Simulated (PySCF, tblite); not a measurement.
# C4H9Cl2FSi2: geometry, infrared bands and NMR shifts

What infrared bands and NMR shifts should C4H9Cl2FSi2 (`F/C(=C/[SiH3])[Si@H](Cl)CCCl`) show?

The runs use tblite 0.8.0 and PySCF 2.14.0, with density-fitted response routines of our own; the level of theory stands in each step. All values are computed, except where a source is named. Atoms count from 0, in the outputs and in this text.

### Step 1. The starting structure

18 atoms, charge 0, multiplicity 1; geometry from: force field or distance geometry start.

Bonds of the start (Å): F0–C1 1.37, C1–C2 1.31, C2–Si3 1.86, C1–Si4 1.82, Si4–Cl5 2.09, Si4–C6 1.87, C6–C7 1.53, C7–Cl8 1.75, C2–H9 1.11, Si3–H10 1.46, Si3–H11 1.47, Si3–H12 1.45, Si4–H13 1.48, C6–H14 1.11, C6–H15 1.10, C7–H16 1.10, C7–H17 1.12.

### Step 2. Optimising the geometry with GFN2-xTB

What the job is given:

```
{"job": {"kind": "relax", "xc": "GFN2-xTB", "basis": "xTB"}, "charge": 0, "multiplicity": 1}
F     -0.731800    -2.456100     0.443900
C     -1.038900    -1.154300     0.132100
C     -2.288900    -0.862000    -0.150100
Si    -2.746800     0.888500    -0.579000
Si     0.282300     0.100100     0.155800
Cl    -0.021000     1.652900    -1.214500
C      1.883100    -0.744600    -0.326200
C      2.825600     0.293300    -0.931500
Cl     3.142800     1.556900     0.242400
H     -3.079200    -1.643400    -0.145200
H     -2.109000     1.814200     0.353000
H     -4.201800     1.031900    -0.469200
H     -2.389100     1.100700    -1.969100
H      0.371900     0.664100     1.518600
H      1.649700    -1.519400    -1.089700
H      2.356200    -1.155200     0.582200
H      2.333100     0.684300    -1.834800
H      3.753000    -0.245600    -1.259900
```

Launch:

```bash
$ OMP_NUM_THREADS=1 python probes_run.py task.json out
```

The driver reads the jobs from task.json and runs them one after another.

The program printed:

```text
step      E/eV     max force
  0    -827.98379    2.019
  1    -828.15651    0.872
  2    -828.22589    0.619
  3    -828.27302    0.517
  4    -828.32263    0.721
  5    -828.36557    0.512
  6    -828.39811    0.430
  7    -828.42088    0.411
  8    -828.44369    0.522
  9    -828.46270    0.437
 10    -828.47956    0.318
 11    -828.49661    0.358
 12    -828.51460    0.407
 13    -828.53368    0.469
 14    -828.55061    0.310
 15    -828.56156    0.230
 16    -828.56966    0.229
 17    -828.57799    0.281
 18    -828.58704    0.282
 19    -828.59730    0.252
 20    -828.60794    0.224
 21    -828.61714    0.216
 22    -828.62342    0.192
 23    -828.62711    0.120
 24    -828.62939    0.106
 25    -828.63129    0.099
 26    -828.63311    0.126
 27    -828.63467    0.108
 28    -828.63586    0.071
 29    -828.63686    0.065
 30    -828.63778    0.084
 31    -828.63857    0.080
 32    -828.63930    0.082
 33    -828.64015    0.091
 34    -828.64129    0.097
 35    -828.64264    0.101
 36    -828.64377    0.077
 37    -828.64451    0.082
 38    -828.64523    0.073
 39    -828.64636    0.127
 40    -828.64803    0.152
 41    -828.64985    0.113
 42    -828.65120    0.065
 43    -828.65205    0.053
 44    -828.65285    0.083
 45    -828.65379    0.088
 46    -828.65454    0.051
 47    -828.65502    0.045
 48    -828.65539    0.044
 49    -828.65584    0.063
 50    -828.65633    0.051
 51    -828.65672    0.052
 52    -828.65700    0.051
 53    -828.65728    0.054
 54    -828.65766    0.068
 55    -828.65808    0.054
 56    -828.65838    0.031
 57    -828.65853    0.025
 58    -828.65864    0.030
 59    -828.65879    0.038
 60    -828.65901    0.049
 61    -828.65927    0.051
 62    -828.65953    0.038
 63    -828.65977    0.037
 64    -828.65998    0.037
 65    -828.66018    0.032
 66    -828.66037    0.032
 67    -828.66060    0.038
 68    -828.66084    0.039
 69    -828.66108    0.039
 70    -828.66134    0.043
 71    -828.66166    0.048
 72    -828.66210    0.048
 73    -828.66259    0.056
 74    -828.66300    0.059
 75    -828.66328    0.054
 76    -828.66353    0.044
 77    -828.66387    0.054
 78    -828.66431    0.058
 79    -828.66471    0.038
 80    -828.66498    0.032
 81    -828.66522    0.038
 82    -828.66551    0.062
 83    -828.66582    0.053
 84    -828.66609    0.044
 85    -828.66628    0.040
 86    -828.66644    0.035
 87    -828.66658    0.042
 88    -828.66675    0.029
 89    -828.66686    0.021
 90    -828.66694    0.021
 91    -828.66705    0.037
 92    -828.66723    0.049
 93    -828.66745    0.044
 94    -828.66764    0.025
 95    -828.66776    0.020
 96    -828.66784    0.023
 97    -828.66791    0.023
 98    -828.66797    0.016
 99    -828.66804    0.016
100    -828.66811    0.019
101    -828.66818    0.024
102    -828.66823    0.019
103    -828.66828    0.015
104    -828.66831    0.017
105    -828.66835    0.017
106    -828.66840    0.019
107    -828.66845    0.018
108    -828.66851    0.018
109    -828.66857    0.025
110    -828.66865    0.024
111    -828.66873    0.024
112    -828.66879    0.018
113    -828.66883    0.014
114    -828.66887    0.017
115    -828.66894    0.022
116    -828.66906    0.029
117    -828.66919    0.031
118    -828.66930    0.024
119    -828.66937    0.019
120    -828.66943    0.020
121    -828.66952    0.023
122    -828.66965    0.026
123    -828.66980    0.026
124    -828.66992    0.022
125    -828.67005    0.025
126    -828.67018    0.029
127    -828.67031    0.025
128    -828.67041    0.019
129    -828.67048    0.015
130    -828.67055    0.017
131    -828.67062    0.017
132    -828.67069    0.013
133    -828.67075    0.013
134    -828.67080    0.014
135    -828.67085    0.015
136    -828.67091    0.020
137    -828.67098    0.016
138    -828.67103    0.017
139    -828.67107    0.016
140    -828.67112    0.019
141    -828.67121    0.026
142    -828.67134    0.029
143    -828.67152    0.027
144    -828.67167    0.027
145    -828.67177    0.026
146    -828.67184    0.020
147    -828.67192    0.028
148    -828.67203    0.027
149    -828.67227    0.022
150    -828.67235    0.022
151    -828.67247    0.027
152    -828.67258    0.032
153    -828.67274    0.031
154    -828.67291    0.023
155    -828.67304    0.021
156    -828.67313    0.020
157    -828.67321    0.025
158    -828.67330    0.024
159    -828.67339    0.041
160    -828.67349    0.021
161    -828.67356    0.012
162    -828.67359    0.013
163    -828.67360    0.010
164    -828.67362    0.008
```

Run time: 6.6 s. Hardware: 1 thread of Intel Xeon at 2.50GHz, shared host.

The steps of the relaxation: (not every step is listed)

```csv
step,energy from step 0 (eV),largest force (eV/Å)
0,0.0000,2.0187
1,-0.1727,0.8716
2,-0.2421,0.6185
3,-0.2892,0.5170
4,-0.3388,0.7215
5,-0.3818,0.5116
6,-0.4143,0.4301
7,-0.4371,0.4110
8,-0.4599,0.5218
23,-0.6433,0.1195
38,-0.6614,0.0732
53,-0.6735,0.0541
68,-0.6771,0.0391
83,-0.6820,0.0533
98,-0.6842,0.0157
113,-0.6850,0.0137
128,-0.6866,0.0193
143,-0.6877,0.0267
158,-0.6895,0.0242
159,-0.6896,0.0407
160,-0.6897,0.0211
161,-0.6898,0.0116
162,-0.6898,0.0130
163,-0.6898,0.0103
164,-0.6898,0.0081
```

Distances of close pairs at the start and the end, largest changes first:

```csv
bond,before (Å),after (Å),change (Å)
C1–Si4,1.822,1.900,+0.078
Si4–Cl5,2.093,2.021,-0.072
Si4–C6,1.873,1.909,+0.036
C7–H17,1.122,1.091,-0.031
C7–Cl8,1.754,1.782,+0.029
C2–H9,1.111,1.085,-0.027
C6–H14,1.113,1.092,-0.020
C2–Si3,1.860,1.878,+0.019
```

The final coordinates are the input of the step that follows.

### Step 3. Harmonic vibrations with GFN2-xTB

What the job is given:

```
{"job": {"kind": "ir", "xc": "GFN2-xTB", "basis": "xTB"}, "charge": 0, "multiplicity": 1}
F     -0.609379    -2.264670    -0.038267
C     -1.052783    -0.970861    -0.144782
C     -2.362332    -0.776957    -0.216726
Si    -3.240044     0.876131    -0.373707
Si     0.376249     0.281897    -0.158132
Cl     0.162681     1.486873    -1.766342
C      1.975594    -0.738007    -0.373660
C      3.187443     0.115528    -0.689493
Cl     3.452262     1.318153     0.599199
H     -2.989848    -1.661464    -0.197034
H     -2.414868     1.945698     0.186735
H     -4.493366     0.766559     0.376891
H     -3.528457     1.122136    -1.787779
H      0.359357     1.081910     1.063023
H      1.854716    -1.460382    -1.184283
H      2.166501    -1.315720     0.531036
H      3.048183     0.678382    -1.612329
H      4.099330    -0.478889    -0.755526
```

The program printed:

```text
mode    cm-1     km/mol
  1      17.5      0.68
  2      26.3      1.35
  3      55.3      2.85
  4      75.3      1.12
  5      94.3      0.02
  6     117.0      3.75
  7     145.4      4.80
  8     149.8      4.76
  9     173.2      1.48
 10     239.8      2.03
 11     308.7     13.35
 12     368.0     14.10
 13     384.5      1.59
 14     405.1     18.19
 15     476.7     26.72
 16     525.6     59.33
 17     546.3     58.74
 18     602.5     58.94
 19     613.3    100.88
 20     658.2     53.47
 21     666.2    158.28
 22     706.7    183.58
 23     770.9    201.12
 24     782.3    307.71
 25     789.8    152.05
 26     798.2     75.73
 27     839.1     66.19
 28     850.8     69.94
 29     928.7     19.29
 30    1029.5     77.40
 31    1054.8      9.88
 32    1104.6      7.57
 33    1162.6     24.56
 34    1247.6     29.96
 35    1264.1     20.94
 36    1291.0     13.76
 37    1444.9      7.47
 38    1455.3      8.30
 39    1641.2     59.30
 40    2254.4    411.42
 41    2262.0    174.68
 42    2269.6    118.43
 43    2282.6    322.32
 44    2966.4     20.48
 45    2973.6     10.10
 46    2985.1      5.28
 47    3000.2      9.03
 48    3027.2     28.96
```

Wall time 4.2 s (1 thread of Intel Xeon at 2.50GHz, shared host).

The strongest bands and the atoms that carry them (share of the mass-weighted mode):

```csv
cm⁻¹,km/mol,atoms
666,158.3,"H13 46 %, Si4 11 %, C7 11 %"
707,183.6,"Si4 38 %, C6 28 %"
771,201.1,"H12 52 %, H10 30 %"
782,307.7,"H11 43 %, H12 36 %, H10 12 %"
790,152.1,"H10 43 %, H11 34 %"
2254,411.4,H11 87 %
2262,174.7,H12 87 %
2283,322.3,"H13 83 %, H10 13 %"
```

### Step 4. Shielding tensors: PBE0/pcSseg-1

Settings changed since step 3:

```diff
@@ -1,2 +1,2 @@
-{"job": {"kind": "ir", "xc": "GFN2-xTB", "basis": "xTB"}, "charge": 0, "multiplicity": 1}
+{"job": {"kind": "nmr", "xc": "PBE0", "basis": "pcSseg-1"}, "charge": 0, "multiplicity": 1}
 F     -0.609379    -2.264670    -0.038267
```

Level: GIAO PBE0/pcSseg-1 NMR shielding, non-relativistic, gas phase.

The program printed:

```text
coarse grid: 17512 points
cycle   1  E = -1756.0515584872  dE =  8.129e-01  |g| = 5.714e-01  |ddm| = 3.894e+00
cycle   2  E = -1756.0075472720  dE =  4.401e-02  |g| = 7.581e-01  |ddm| = 1.052e+00
cycle   3  E = -1756.1191702420  dE = -1.116e-01  |g| = 1.046e-01  |ddm| = 6.116e-01
cycle   4  E = -1756.1214510297  dE = -2.281e-03  |g| = 4.425e-02  |ddm| = 1.287e-01
cycle   5  E = -1756.1218894062  dE = -4.384e-04  |g| = 1.455e-02  |ddm| = 4.482e-02
cycle   6  E = -1756.1219280933  dE = -3.869e-05  |g| = 4.295e-03  |ddm| = 1.488e-02
cycle   7  E = -1756.1219319246  dE = -3.831e-06  |g| = 9.678e-04  |ddm| = 4.044e-03
final grid: 152128 points
cycle   8  E = -1756.1784212389  dE = -3.992e-05  |g| = 8.599e-03  |ddm| = 2.642e-02
cycle   9  E = -1756.1784094525  dE =  1.179e-05  |g| = 1.146e-02  |ddm| = 1.456e-02
cycle  10  E = -1756.1784364200  dE = -2.697e-05  |g| = 1.464e-03  |ddm| = 8.606e-03
cycle  11  E = -1756.1784367122  dE = -2.922e-07  |g| = 4.496e-04  |ddm| = 1.411e-03
cycle  12  E = -1756.1784367524  dE = -4.018e-08  |g| = 1.254e-04  |ddm| = 4.798e-04
cycle  13  E = -1756.1784367561  dE = -3.658e-09  |g| = 4.477e-05  |ddm| = 1.501e-04
cycle  14  E = -1756.1784367565  dE = -4.743e-10  |g| = 1.042e-05  |ddm| = 4.061e-05
converged SCF energy = -1756.1784367565

GIAO shielding tensors (ppm)
atom      isotropic    diamagn.    paramagn.     s11        s22        s33       span
  0 F      222.391     477.010    -254.619     93.926    249.715    323.531    229.605
  1 C        2.654     258.272    -255.618   -112.222     56.309     63.876    176.098
  2 C       67.667     261.629    -193.962    -43.978     80.405    166.575    210.553
  3 Si     432.022     879.473    -447.451    417.023    423.972    455.071     38.048
  4 Si     361.012     880.049    -519.037    310.432    370.831    401.774     91.342
  5 Cl     979.081    1150.321    -171.240    949.638    989.902    997.703     48.065
  6 C      162.114     254.109     -91.996    151.227    158.104    177.011     25.785
  7 C      141.013     245.083    -104.070    111.488    136.270    175.280     63.792
  8 Cl     844.529    1145.989    -301.461    674.952    803.307   1055.327    380.375
  9 H       25.422      29.935      -4.513     23.489     24.132     28.644      5.155
 10 H       27.383      29.007      -1.625     23.526     28.645     29.977      6.450
 11 H       27.561      27.892      -0.331     24.155     25.205     33.323      9.167
 12 H       27.360      28.299      -0.939     23.842     25.990     32.248      8.406
 13 H       25.915      29.290      -3.375     21.924     25.866     29.955      8.031
 14 H       30.269      31.902      -1.633     24.953     28.840     37.015     12.062
 15 H       30.137      31.619      -1.481     25.068     29.901     35.444     10.376
 16 H       27.787      28.312      -0.525     23.857     27.004     32.499      8.642
 17 H       27.708      26.528       1.180     20.994     27.035     35.096     14.103
```

Wall time 2.1 min (1 thread of Intel Xeon at 2.50GHz, shared host); peak memory 1.1 GiB.

Shifts follow as δ = σ(reference) − σ, with reference shieldings (ppm) from runs at the same level and on the same kind of geometry: 1H TMS 31.72, 13C TMS 186.9, 29Si TMS 349.2, 19F CFCl3 170.9, 35Cl HCl 950. The references are single molecules in the gas phase, so shifts against H2O, NH3, PH3, H3PO4 or CFCl3 are not on the usual liquid scales and can be off by tens of ppm. Atoms listed in one row are averaged.

```csv
atoms,environment,σ (ppm),δ (ppm),δ scaled to CDCl3
C1,fully substituted alkene carbon,2.7,184.3,177.9
C2,alkene CH,67.7,119.3,114.5
C7,sp3 CH2 bonded to Cl,141.0,45.9,42.9
C6,sp3 CH2 bonded to Si,162.1,24.8,22.3
H9,hydrogen on an alkene CH,25.42,6.30,6.04
H13,"hydrogen on a silicon bonded to 2 C, Cl",25.91,5.80,–
"H10, H11, H12",hydrogen on a silicon bonded to C,27.43,4.28,–
H17,hydrogen on an sp3 CH2 bonded to Cl,27.71,4.01,3.88
H16,hydrogen on an sp3 CH2 bonded to Cl,27.79,3.93,3.81
H15,hydrogen on an sp3 CH2 bonded to Si,30.14,1.58,1.59
H14,hydrogen on an sp3 CH2 bonded to Si,30.27,1.45,1.47
F0,vinylic fluorine,222.4,-51.4,–
Si4,"silicon bonded to 2 C, Cl, H",361.0,-11.9,–
Si3,"silicon bonded to C, 3 H",432.0,-82.9,–
Cl8,chlorine bonded to C,845,105,–
Cl5,chlorine bonded to Si,979,-29,–
```

The scaled column applies a straight-line fit of computed shieldings to shifts measured in CDCl3, with any fitted terms for Cl, Br or S neighbours, and one for carbons that bear F (root-mean-square error 0.16 ppm for H, 1.9 ppm for C).

Charges from the same density, by scheme (e):

```csv
atoms,Mulliken,IAO,Hirshfeld,ESP fit
F0,-0.30,-0.28,-0.09,-0.23
C1,0.00,0.02,-0.01,0.26
C2,-0.43,-0.46,-0.16,-0.51
Si3,0.54,0.61,0.31,0.42
Si4,0.80,0.90,0.35,0.21
Cl5,-0.30,-0.30,-0.09,-0.14
C6,-0.54,-0.54,-0.17,-0.09
C7,-0.20,-0.23,-0.03,-0.30
Cl8,-0.17,-0.11,-0.06,-0.14
```

Mayer bond orders: F0–C1 0.88, C1–C2 1.89, C2–Si3 0.88, C1–Si4 0.85, Si4–Cl5 0.99, Si4–C6 0.91, C6–C7 1.04, C7–Cl8 0.97.

### Step 5. What came out

| quantity | value |
| --- | --- |
| strongest single infrared mode (GFN2-xTB) | 2254 cm⁻¹, 411 km/mol |
| zero-point energy (GFN2-xTB) | 71.2 kcal/mol |
| 13C shifts against TMS (PBE0/pcSseg-1) | 184.3, 119.3, 45.9, 24.8 ppm |
| 1H shifts against TMS (PBE0/pcSseg-1, means over atoms taken as alike) | 6.30, 5.80, 4.28, 4.01, 3.93, 1.58, 1.45 ppm |
| 19F shifts against CFCl3 (PBE0/pcSseg-1) | -51.4 ppm |
| 29Si shifts against TMS (PBE0/pcSseg-1) | -11.9, -82.9 ppm |
| 35Cl shifts against HCl (PBE0/pcSseg-1) | 105, -29 ppm |

In words: Relaxing lowered the energy by 0.690 eV in 164 steps; the close pair that moved most is C1–Si4, from 1.822 to 1.900 Å. All 48 modes are real, so the xTB geometry is a minimum. The strongest single mode, at 2254 cm⁻¹, moves mainly H11. GFN2-xTB is a fitted tight-binding method: band positions and strengths are rough. Its intensities can rank the bands wrongly. The most deshielded hydrogen is H9 (hydrogen on an alkene CH), at 6.30 ppm: olefinic region. At PBE0/pcSseg-1: The largest span, 380 ppm, is at Cl8, where the paramagnetic term is -301 ppm.
